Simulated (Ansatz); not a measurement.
# Si, 64 atoms: molecular dynamics on CPU cores

Aim: a few steps of dynamics of Si in a cell of 64 atoms, and what it costs in time.

Program: Ansatz 0.2 early development. Level of theory: run time, molecular dynamics, PBE, PAW. These are calculated values, not measurements.

**1. The cell**

It holds 64 Si; a = 10.862 Å, b = 10.862 Å, c = 10.862 Å, α = 90.00°, β = 90.00°, γ = 90.00°; 20.02 Å³ an atom; space group Fd-3m.

**2. The run**

The input, input.yaml:

```yaml
crystal:
  lattice:
    - [10.862, 0, 0]
    - [0, 10.862, 0]
    - [0, 0, 10.862]
  atoms:
    - { symbol: Si, position: [0.0, 0.0, 0.0] }
    - { symbol: Si, position: [0.0, 0.25, 0.25] }
    - { symbol: Si, position: [0.25, 0.0, 0.25] }
    - { symbol: Si, position: [0.25, 0.25, 0.0] }
    - { symbol: Si, position: [0.125, 0.125, 0.125] }
    - { symbol: Si, position: [0.125, 0.375, 0.375] }
    - { symbol: Si, position: [0.375, 0.125, 0.375] }
    - { symbol: Si, position: [0.375, 0.375, 0.125] }
    - { symbol: Si, position: [0.0, 0.0, 0.5] }
    - { symbol: Si, position: [0.0, 0.25, 0.75] }
    - { symbol: Si, position: [0.25, 0.0, 0.75] }
    - { symbol: Si, position: [0.25, 0.25, 0.5] }
    - { symbol: Si, position: [0.125, 0.125, 0.625] }
    - { symbol: Si, position: [0.125, 0.375, 0.875] }
    - { symbol: Si, position: [0.375, 0.125, 0.875] }
    - { symbol: Si, position: [0.375, 0.375, 0.625] }
    - { symbol: Si, position: [0.0, 0.5, 0.0] }
    - { symbol: Si, position: [0.0, 0.75, 0.25] }
    - { symbol: Si, position: [0.25, 0.5, 0.25] }
    - { symbol: Si, position: [0.25, 0.75, 0.0] }
    - { symbol: Si, position: [0.125, 0.625, 0.125] }
    - { symbol: Si, position: [0.125, 0.875, 0.375] }
    - { symbol: Si, position: [0.375, 0.625, 0.375] }
    - { symbol: Si, position: [0.375, 0.875, 0.125] }
    - { symbol: Si, position: [0.0, 0.5, 0.5] }
    - { symbol: Si, position: [0.0, 0.75, 0.75] }
    - { symbol: Si, position: [0.25, 0.5, 0.75] }
    - { symbol: Si, position: [0.25, 0.75, 0.5] }
    - { symbol: Si, position: [0.125, 0.625, 0.625] }
    - { symbol: Si, position: [0.125, 0.875, 0.875] }
    - { symbol: Si, position: [0.375, 0.625, 0.875] }
    - { symbol: Si, position: [0.375, 0.875, 0.625] }
    - { symbol: Si, position: [0.5, 0.0, 0.0] }
    - { symbol: Si, position: [0.5, 0.25, 0.25] }
    - { symbol: Si, position: [0.75, 0.0, 0.25] }
    - { symbol: Si, position: [0.75, 0.25, 0.0] }
    - { symbol: Si, position: [0.625, 0.125, 0.125] }
    - { symbol: Si, position: [0.625, 0.375, 0.375] }
    - { symbol: Si, position: [0.875, 0.125, 0.375] }
    - { symbol: Si, position: [0.875, 0.375, 0.125] }
    - { symbol: Si, position: [0.5, 0.0, 0.5] }
    - { symbol: Si, position: [0.5, 0.25, 0.75] }
    - { symbol: Si, position: [0.75, 0.0, 0.75] }
    - { symbol: Si, position: [0.75, 0.25, 0.5] }
    - { symbol: Si, position: [0.625, 0.125, 0.625] }
    - { symbol: Si, position: [0.625, 0.375, 0.875] }
    - { symbol: Si, position: [0.875, 0.125, 0.875] }
    - { symbol: Si, position: [0.875, 0.375, 0.625] }
    - { symbol: Si, position: [0.5, 0.5, 0.0] }
    - { symbol: Si, position: [0.5, 0.75, 0.25] }
    - { symbol: Si, position: [0.75, 0.5, 0.25] }
    - { symbol: Si, position: [0.75, 0.75, 0.0] }
    - { symbol: Si, position: [0.625, 0.625, 0.125] }
    - { symbol: Si, position: [0.625, 0.875, 0.375] }
    - { symbol: Si, position: [0.875, 0.625, 0.375] }
    - { symbol: Si, position: [0.875, 0.875, 0.125] }
    - { symbol: Si, position: [0.5, 0.5, 0.5] }
    - { symbol: Si, position: [0.5, 0.75, 0.75] }
    - { symbol: Si, position: [0.75, 0.5, 0.75] }
    - { symbol: Si, position: [0.75, 0.75, 0.5] }
    - { symbol: Si, position: [0.625, 0.625, 0.625] }
    - { symbol: Si, position: [0.625, 0.875, 0.875] }
    - { symbol: Si, position: [0.875, 0.625, 0.875] }
    - { symbol: Si, position: [0.875, 0.875, 0.625] }
kpoints:
  mp_grid: { grid: [1, 1, 1] }
hamiltonian:
  xc: pbe
  pseudopotentials: { kind: paw }
magnetization:
  spin_polarized: false
scf:
  occupations: { method: fermi_dirac, width: "0.1 eV" }
output:
  forces: true
  stress: false
md:
  ensemble: nve
  temperature: 7000
  timestep: 2.0
  n_steps: 150
  seed: 7
  initial_velocities: maxwell_boltzmann
```

Launch:

```bash
ansatz run input --backend cpu --threads 16 --events-out ev
```

**Question.** What will these runs give? Wanted: free energy; electrons solved for; SCF passes in all; largest force; temperature, first and last; largest change of the conserved energy.

The runs gave:

```
                              quantity                                                         value
        time per pass of the first SCF                                                        0.28 s
                           free energy                            -40638.4067 eV (-634.9751 eV/atom)
                  electrons solved for                                                           256
                     SCF passes in all                                                           835
                         largest force                                                    4.395 eV/Å
                                 steps                                                150 of 2.00 fs
           temperature, first and last                                                  7000, 1939 K
largest change of the conserved energy                                                 3.22 meV/atom
                  time a step (median)                                                           2 s
                             wall time  5.3 min (16 threads of Arm Neoverse V2 (Grace), shared host)
```

What this shows: Of the time up to the last event, 99 % went to the work after the first SCF. At 2 s a step, one picosecond costs about 17 min on this hardware. 300 fs are too few for averages. The k sampling stands for a supercell only 11 Å thick at its thinnest, so the values belong to these settings.
